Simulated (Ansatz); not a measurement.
# LiYbN: the cost of one run

Method: DFT PBE, scalar-relativistic, plane waves, PAW, in Ansatz 0.2.0.

### 1 The starting structure

The structure is hexagonal, space group P-6m2 (No. 187). Conventional cell: a = 3.712 Å, b = 3.712 Å, c = 3.730 Å, α = 90.00°, β = 90.00°, γ = 120.00°. Li (site symmetry -6m2) is surrounded by 3 N at 2.14 Å. Yb (site symmetry -6m2) has 6 Li at 2.84 Å and 6 N at 2.84 Å as nearest neighbours. N (site symmetry -6m2) is surrounded by 3 Li at 2.14 Å and 6 Yb at 2.84 Å.

Structure file:

```cif
data_structure
_symmetry_space_group_name_H-M 'P 1'
_symmetry_Int_Tables_number 1
_cell_length_a 3.7122
_cell_length_b 3.7122
_cell_length_c 3.7297
_cell_angle_alpha 90.000
_cell_angle_beta 90.000
_cell_angle_gamma 120.000
_cell_volume 44.51
loop_
_atom_site_label
_atom_site_type_symbol
_atom_site_fract_x
_atom_site_fract_y
_atom_site_fract_z
_atom_site_occupancy
Li1 Li 0.66667 0.33333 0.50000 1
Yb1 Yb 0.00000 0.00000 0.00000 1
N1 N 0.33333 0.66667 0.50000 1
```

The cell is invented: species swapped into a database cell of YbPPt (P-6m2, No. 187), with Li on the P sites and N on the Pt sites. The dimensions are guesses.

### 2 A first look at the guess

input.yaml reads:

```yaml
crystal:
  lattice:
    - [3.71216254, 0.0, 0.0]
    - [-1.85608127, 3.21482706, 0.0]
    - [0.0, 0.0, 3.72967829]
  atoms:
    - { symbol: Li, position: [0.66666667, 0.33333333, 0.5] }
    - { symbol: Yb, position: [0.0, 0.0, 0.0], spin: 1.0 }
    - { symbol: "N", position: [0.33333333, 0.66666667, 0.5] }
basis:
  ecutwfc: 420
kpoints:
  mp_grid: { grid: [6, 6, 6] }
hamiltonian:
  xc: pbe
scf:
  occupations: { method: gaussian, width: 0.1 }
  lower_state_search: "off"
output:
  forces: true
  stress: true
  eigenvalues: true
  populations: true
magnetization:
  spin_polarized: true
```

The run is started by

```
> ansatz run input.yaml --threads 1 --pin off --max-ram 2048MiB --backend cpu --events-out ev --progress --plain --runs-dir out
```

Q: Estimate wall time and peak memory on 1 thread of Arm Neoverse V1, shared host.

About 22 s, with a peak of 0.34 GiB.
